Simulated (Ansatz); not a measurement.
Geometry optimisation, DFT PBE-D3(BJ), scalar-relativistic, plane waves, PAW (Ansatz 0.2.0).

Input:

```yaml
crystal:
  lattice:
    - [-4.754, -2.744723, 4.327333]
    - [4.754, -2.744723, 4.327333]
    - [0.0, 5.489446, 4.327333]
  atoms:
    - { symbol: Al, position: [0.35222003, 0.35222003, 0.35222003] }
    - { symbol: Al, position: [0.14778001, 0.14778001, 0.14778001] }
    - { symbol: Al, position: [0.64778005, 0.64778005, 0.64778005] }
    - { symbol: Al, position: [0.85222007, 0.85222007, 0.85222007] }
    - { symbol: O, position: [0.40288004, 0.59712004, 0.75000006] }
    - { symbol: O, position: [0.75000004, 0.40288004, 0.59712005] }
    - { symbol: O, position: [0.59712005, 0.75000005, 0.40288003] }
    - { symbol: O, position: [0.59712004, 0.40288004, 0.25000002] }
    - { symbol: O, position: [0.25000003, 0.59712003, 0.40288003] }
    - { symbol: O, position: [0.40288003, 0.25000003, 0.59712004] }
    - { symbol: Al, position: [0.85222006, 0.85222006, 0.35222003] }
    - { symbol: Al, position: [0.64778005, 0.64778005, 0.14778002] }
    - { symbol: Al, position: [0.14778001, 0.14778001, 0.64778005] }
    - { symbol: Al, position: [0.35222003, 0.35222003, 0.85222006] }
    - { symbol: O, position: [0.90288004, 0.09712004, 0.75000006] }
    - { symbol: O, position: [0.25000004, 0.90288004, 0.59712005] }
    - { symbol: O, position: [0.09712001, 0.25000001, 0.40288003] }
    - { symbol: O, position: [0.09712004, 0.90288004, 0.25000002] }
    - { symbol: O, position: [0.75000003, 0.09712003, 0.40288003] }
    - { symbol: O, position: [0.90288006, 0.75000006, 0.59712005] }
    - { symbol: Al, position: [0.85222005, 0.35222005, 0.85222006] }
    - { symbol: Al, position: [0.64778003, 0.14778003, 0.64778005] }
    - { symbol: Al, position: [0.14778003, 0.64778003, 0.14778001] }
    - { symbol: Al, position: [0.35222005, 0.85222005, 0.35222003] }
    - { symbol: O, position: [0.90288006, 0.59712006, 0.25000002] }
    - { symbol: O, position: [0.25000002, 0.40288002, 0.09712001] }
    - { symbol: O, position: [0.09712003, 0.75000003, 0.90288007] }
    - { symbol: O, position: [0.09712002, 0.40288002, 0.75000005] }
    - { symbol: O, position: [0.75000005, 0.59712005, 0.90288007] }
    - { symbol: O, position: [0.90288004, 0.25000004, 0.09712001] }
    - { symbol: Al, position: [0.35222005, 0.85222005, 0.85222006] }
    - { symbol: Al, position: [0.14778003, 0.64778003, 0.64778005] }
    - { symbol: Al, position: [0.64778003, 0.14778003, 0.14778001] }
    - { symbol: Al, position: [0.85222005, 0.35222005, 0.35222003] }
    - { symbol: O, position: [0.40288002, 0.09712002, 0.25000002] }
    - { symbol: O, position: [0.75000006, 0.90288006, 0.09712001] }
    - { symbol: O, position: [0.59712003, 0.25000003, 0.90288007] }
    - { symbol: O, position: [0.59712006, 0.90288006, 0.75000006] }
    - { symbol: O, position: [0.25000002, 0.09712002, 0.90288006] }
    - { symbol: O, position: [0.40288004, 0.75000004, 0.09712001] }
    - { symbol: O, position: [0.31198687, 0.1018833, 0.46590507], spin: 1.0 }
magnetization:
  spin_polarized: true
basis:
  ecutwfc: 420.0
kpoints:
  mp_grid: { grid: [2, 2, 2] }
hamiltonian:
  xc: pbe
  dispersion: d3bj
  pseudopotentials: { kind: paw, azcp: { folder: soft_1 } }
scf:
  occupations: { method: gaussian, width: 0.05 }
  lower_state_search: "off"
relax:
  f_tol: 0.03
  max_steps: 60
  adjacent_minimum: "off"
```

Run as:

```bash
$ ansatz run input.yaml --threads 4 --pin off --max-ram 10240MiB --backend cpu --events-out ev --progress --plain --runs-dir out
```

Question: Where does it end, and by what steps?

Answer: The forces met the threshold. Limits of this set-up: coarse k mesh, a small cell, in which the defect meets its images, a typed lattice constant that wasn't relaxed here. After 12 steps the energy has fallen by 9.909 eV; O41 moved furthest, 1.10 Å. The start is strongly strained (largest force component 11 eV/Å), so its close contacts needn't be bonds. Parted: O10–Al13 (1.97 → 2.57 Å), Al24–O41 (1.96 → 2.75 Å). Joined: Al22–O41 (2.80 → 1.86 Å).

```
step  energy less start (eV)  largest force component (eV/Å)  accepted
   0                  0.0000                          11.216       yes
   1                 -5.0849                           5.181       yes
   2                 -7.0264                           2.170       yes
   3                 -7.5679                           1.054       yes
   4                 -7.7811                           0.464       yes
   5                 -7.9581                           4.763       yes
   6                 -9.0497                           3.016       yes
   7                 -9.6969                           0.608       yes
   8                 -9.8287                           0.558       yes
   9                 -9.8949                           0.299       yes
  10                 -9.9017                           0.197       yes
  11                 -9.9072                           0.075       yes
  12                 -9.9089                           0.009       yes
```

```xyz
41
Lattice="-4.7540 -2.7447 4.3273 4.7540 -2.7447 4.3273 0.0000 5.4894 4.3273" Properties=species:S:1:pos:R:3
Al 0.058 -0.070 4.501
Al -0.009 -0.011 1.862
Al -0.021 0.014 8.386
Al -0.029 0.045 11.015
O 0.966 1.401 7.634
O -1.725 0.081 7.609
O 0.740 -1.454 7.534
O -0.929 -1.393 5.341
O 1.713 -0.138 5.334
O -0.342 1.109 5.887
Al 0.003 -2.731 8.856
Al 0.002 -2.729 6.212
Al -0.023 2.798 3.972
Al 0.049 2.757 6.768
O -3.857 1.414 7.536
O 3.099 0.170 7.434
O 0.706 1.256 3.231
O 3.862 -1.382 5.358
O -3.128 -0.123 5.399
O -0.729 -1.248 9.689
Al -2.391 1.365 8.879
Al -2.475 1.391 6.240
Al 2.421 -1.370 4.052
Al 2.391 -1.379 6.681
O -1.445 -2.732 7.527
O 0.767 -1.256 3.205
O 3.110 2.652 7.534
O 1.420 2.746 5.378
O -0.758 1.286 9.709
O -3.112 -2.635 5.370
Al 2.372 1.376 8.881
Al 2.373 1.375 6.187
Al -2.380 -1.381 4.035
Al -2.392 -1.374 6.704
O -1.454 -0.076 3.131
O 0.725 -3.984 7.541
O -1.651 2.617 7.510
O 1.393 0.046 9.734
O -0.718 3.980 5.362
O 1.652 -2.623 5.379
O -1.254 1.633 4.853
```

Whether the end is a true minimum wasn't checked by a vibrational analysis.

Time of the run: 2.2 min on 4 threads of AMD EPYC 7B13 (Zen 3) (shared host), peak memory 1.6 GiB.
